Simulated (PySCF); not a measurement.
# C5H9BrOSi: magnetic properties

Aim: compute the magnetic properties of C5H9BrOSi (`O=C[C@@H]1C[SiH2][C@H](Br)C1`).

Computed with PySCF 2.14.0 and routines of our own; the level stands in each step. Atoms count from 0.

## (1) The starting structure

17 atoms, charge 0, multiplicity 1; geometry from: GFN2-xTB.

## (2) Magnetic properties: GIAO HF/pcSseg-1

The job: settings as JSON, then the geometry in Å.

```
{"job": {"kind": "mag", "xc": "HF", "basis": "pcSseg-1", "isotopologues": 2}, "charge": 0, "multiplicity": 1}
O     -0.323482    -1.022585     2.034946
C     -1.083626    -0.945912     1.110931
C     -0.649527    -0.881162    -0.328525
C      0.851355    -1.149614    -0.422462
Si     1.629426     0.434613     0.289933
C      0.071496     1.489531    -0.144388
Br    -0.755047     2.249779     1.478502
C     -0.897077     0.545787    -0.844944
H     -2.178376    -0.902744     1.263561
H     -1.248657    -1.593960    -0.905840
H      1.134100    -1.303970    -1.463408
H      1.112460    -2.051040     0.126608
H      2.742245     0.921782    -0.533162
H      1.934179     0.449703     1.710099
H      0.276645     2.364101    -0.759126
H     -1.939040     0.842747    -0.705377
H     -0.684072     0.564975    -1.917257
```

With the program's defaults for keys left out, this is: GIAO HF/pcSseg-1 magnetisability, rotational g tensor and spin-rotation constants, non-relativistic, gas phase.

Command:

```bash
$ OMP_NUM_THREADS=1 python excited_run.py task.json out
```

One launch serves the whole session: the jobs run in the order shown.

Standard output:

```text
final grid: 140600 points
cycle   1  E = -3130.2164181832  dE =  5.368e-01  |g| = 8.971e-01  |ddm| = 3.709e+00
cycle   2  E = -3130.3280463070  dE = -1.116e-01  |g| = 6.684e-01  |ddm| = 1.195e+00
cycle   3  E = -3130.4120765171  dE = -8.403e-02  |g| = 1.031e-01  |ddm| = 5.946e-01
cycle   4  E = -3130.4156217785  dE = -3.545e-03  |g| = 3.147e-02  |ddm| = 1.296e-01
cycle   5  E = -3130.4159954594  dE = -3.737e-04  |g| = 1.039e-02  |ddm| = 5.827e-02
cycle   6  E = -3130.4160538856  dE = -5.843e-05  |g| = 5.410e-03  |ddm| = 2.074e-02
cycle   7  E = -3130.4160699582  dE = -1.607e-05  |g| = 1.999e-03  |ddm| = 1.236e-02
cycle   8  E = -3130.4160724669  dE = -2.509e-06  |g| = 6.193e-04  |ddm| = 5.110e-03
cycle   9  E = -3130.4160726475  dE = -1.806e-07  |g| = 1.599e-04  |ddm| = 1.146e-03
cycle  10  E = -3130.4160726635  dE = -1.598e-08  |g| = 4.320e-05  |ddm| = 3.543e-04
cycle  11  E = -3130.4160726651  dE = -1.610e-09  |g| = 1.758e-05  |ddm| = 1.122e-04
cycle  12  E = -3130.4160726655  dE = -3.461e-10  |g| = 9.122e-06  |ddm| = 4.521e-05
converged SCF energy = -3130.4160726655

Magnetisability tensor (1e-30 J/T^2)
    -1533.94      -12.85       98.29
      -12.85    -1742.23      -85.59
       98.29      -85.59    -1634.42
isotropic -1636.86   principal values   -1795.43  -1653.21  -1461.95
isotropic susceptibility -98.574 1e-6 cm^3/mol

Inertial axes            a          b          c
rot. const./GHz      1.8428     0.9255     0.8337
chi total          -107.104    -98.915    -89.703
chi diamagnetic    -793.164  -1335.149  -1464.280
chi paramagnetic    686.060   1236.233   1374.577
quadrupole/D A       -0.175      1.693     -1.518
g nuclear            0.5807     0.5268     0.5258
g electronic        -0.5939    -0.5375    -0.5384
g total             -0.0133    -0.0107    -0.0125

Spin-rotation constants (kHz, H = +C I.J)
atom  isotope        aa         bb         cc
  6   79Br        1.479      1.234      1.122
  8     1H       -0.113      0.038     -0.035
  9     1H       -0.116     -0.077     -0.034
 10     1H       -0.124     -0.074     -0.065
 11     1H       -0.100     -0.078     -0.057
 12     1H       -0.170      0.037     -0.079
 13     1H       -0.153     -0.078      0.021
 14     1H       -0.147     -0.024     -0.060
 15     1H       -0.127     -0.050     -0.055
 16     1H       -0.178     -0.054     -0.038
  0    17O*      -0.314     -0.511     -0.918
  1    13C*       0.542      0.467      0.386
  2    13C*       0.301      0.146      0.172
  3    13C*       0.224      0.112      0.097
  4   29Si*      -0.961     -0.576     -0.461
  5    13C*       0.284      0.139      0.131
  7    13C*       0.269      0.161      0.138
* in the singly substituted isotopologue

Isotopologues: g along a, b, c
2H    at 8,9,10,11,12,1    -0.0116    -0.0103    -0.0114
18O   at 0                 -0.0128    -0.0103    -0.0126
```

Wall time 32 s (1 thread of Arm Neoverse V1, shared host); peak memory 1 GiB.

In short:

| quantity | value |
| --- | --- |
| magnetisability | -1637·10⁻³⁰ J/T² |
| molar susceptibility | -98.6·10⁻⁶ cm³/mol |
| rotational g (a, b, c) | -0.0133, -0.0107, -0.0125 |

## (3) Magnetic properties: GIAO BP86/pcSseg-1

Settings changed since step 2:

```diff
@@ -1,2 +1,2 @@
-{"job": {"kind": "mag", "xc": "HF", "basis": "pcSseg-1", "isotopologues": 2}, "charge": 0, "multiplicity": 1}
+{"job": {"kind": "mag", "xc": "BP86", "basis": "pcSseg-1"}, "charge": 0, "multiplicity": 1}
 O     -0.323482    -1.022585     2.034946
```

Method: GIAO BP86/pcSseg-1 magnetisability, rotational g tensor and spin-rotation constants, non-relativistic, gas phase.

Standard output:

```text
coarse grid: 67072 points
cycle   1  E = -3134.6229837204  dE = -3.277e-01  |g| = 1.216e+00  |ddm| = 3.923e+00
cycle   2  E = -3133.5784143709  dE =  1.045e+00  |g| = 2.387e+00  |ddm| = 4.016e+00
cycle   3  E = -3134.7109262300  dE = -1.133e+00  |g| = 7.004e-01  |ddm| = 3.813e+00
cycle   4  E = -3134.7932897450  dE = -8.236e-02  |g| = 2.387e-01  |ddm| = 6.736e-01
cycle   5  E = -3134.8030951501  dE = -9.805e-03  |g| = 1.216e-01  |ddm| = 3.621e-01
cycle   6  E = -3134.8067226535  dE = -3.628e-03  |g| = 3.844e-02  |ddm| = 1.610e-01
cycle   7  E = -3134.8071067632  dE = -3.841e-04  |g| = 9.373e-03  |ddm| = 4.321e-02
cycle   8  E = -3134.8071246980  dE = -1.793e-05  |g| = 2.031e-03  |ddm| = 1.026e-02
cycle   9  E = -3134.8071256764  dE = -9.784e-07  |g| = 4.916e-04  |ddm| = 2.438e-03
final grid: 140600 points
cycle  10  E = -3134.8070755674  dE =  1.955e-08  |g| = 9.438e-04  |ddm| = 3.455e-03
cycle  11  E = -3134.8070747159  dE =  8.515e-07  |g| = 2.300e-03  |ddm| = 2.766e-03
cycle  12  E = -3134.8070757175  dE = -1.002e-06  |g| = 3.983e-04  |ddm| = 2.007e-03
cycle  13  E = -3134.8070757531  dE = -3.563e-08  |g| = 4.565e-05  |ddm| = 3.550e-04
cycle  14  E = -3134.8070757535  dE = -4.025e-10  |g| = 1.359e-05  |ddm| = 5.599e-05
converged SCF energy = -3134.8070757535

Magnetisability tensor (1e-30 J/T^2)
    -1440.85       -7.13      110.10
       -7.13    -1649.20     -101.67
      110.10     -101.67    -1564.84
isotropic -1551.63   principal values   -1729.32  -1561.84  -1363.73
isotropic susceptibility -93.441 1e-6 cm^3/mol

Inertial axes            a          b          c
rot. const./GHz      1.8428     0.9255     0.8337
chi total          -102.725    -93.417    -84.182
chi diamagnetic    -792.109  -1332.710  -1462.899
chi paramagnetic    689.384   1239.293   1378.717
quadrupole/D A        0.792      0.311     -1.103
g nuclear            0.5807     0.5268     0.5258
g electronic        -0.5968    -0.5388    -0.5400
g total             -0.0162    -0.0120    -0.0141

Spin-rotation constants (kHz, H = +C I.J)
atom  isotope        aa         bb         cc
  6   79Br        2.401      1.988      1.718
  8     1H       -0.104      0.041     -0.019
  9     1H       -0.107     -0.075     -0.028
 10     1H       -0.121     -0.071     -0.062
 11     1H       -0.096     -0.076     -0.052
 12     1H       -0.161      0.044     -0.076
 13     1H       -0.148     -0.074      0.025
 14     1H       -0.142     -0.015     -0.057
 15     1H       -0.118     -0.047     -0.053
 16     1H       -0.170     -0.049     -0.035
  0    17O*      -0.345     -0.487     -0.926
  1    13C*       0.593      0.465      0.412
  2    13C*       0.367      0.173      0.209
  3    13C*       0.262      0.139      0.119
  4   29Si*      -1.056     -0.656     -0.519
  5    13C*       0.339      0.172      0.160
  7    13C*       0.329      0.193      0.164
* in the singly substituted isotopologue
```

Run time: 68 s. Hardware: 1 thread of Arm Neoverse V1, shared host; peak memory 0.86 GiB.

Key values:

| quantity | value |
| --- | --- |
| magnetisability | -1552·10⁻³⁰ J/T² |
| molar susceptibility | -93.4·10⁻⁶ cm³/mol |
| rotational g (a, b, c) | -0.0162, -0.0120, -0.0141 |

## (4) Magnetic properties side by side

| level | ξ (10⁻³⁰ J/T²) | g(a) | g(b) | gap (eV) | functions | time |
| --- | --- | --- | --- | --- | --- | --- |
| GIAO HF/pcSseg-1 | -1637 | -0.0133 | -0.0107 | 13.66 | 212 | 32 s |
| GIAO BP86/pcSseg-1 | -1552 | -0.0162 | -0.0120 | 3.93 | 212 | 68 s |

## (5) What came out

```
                                         quantity                      value
       magnetisability (step 2, GIAO HF/pcSseg-1)           -1637·10⁻³⁰ J/T²
  molar susceptibility (step 2, GIAO HF/pcSseg-1)         -98.6·10⁻⁶ cm³/mol
rotational g (a, b, c) (step 2, GIAO HF/pcSseg-1)  -0.0133, -0.0107, -0.0125
                  magnetisability over the levels  -1637 to -1552·10⁻³⁰ J/T²
```

What this shows: Steps that list no spin-orbit terms leave them out, which matters at and beside the heavy atoms. The magnetisability spreads by 5.3 % over 2 levels, from GIAO HF/pcSseg-1 (32 s) to GIAO BP86/pcSseg-1 (68 s); the runs took 32 s to 68 s. Two levels can agree by chance, so this spread shows no convergence. Vibrational averaging and real surroundings are missing from these values.
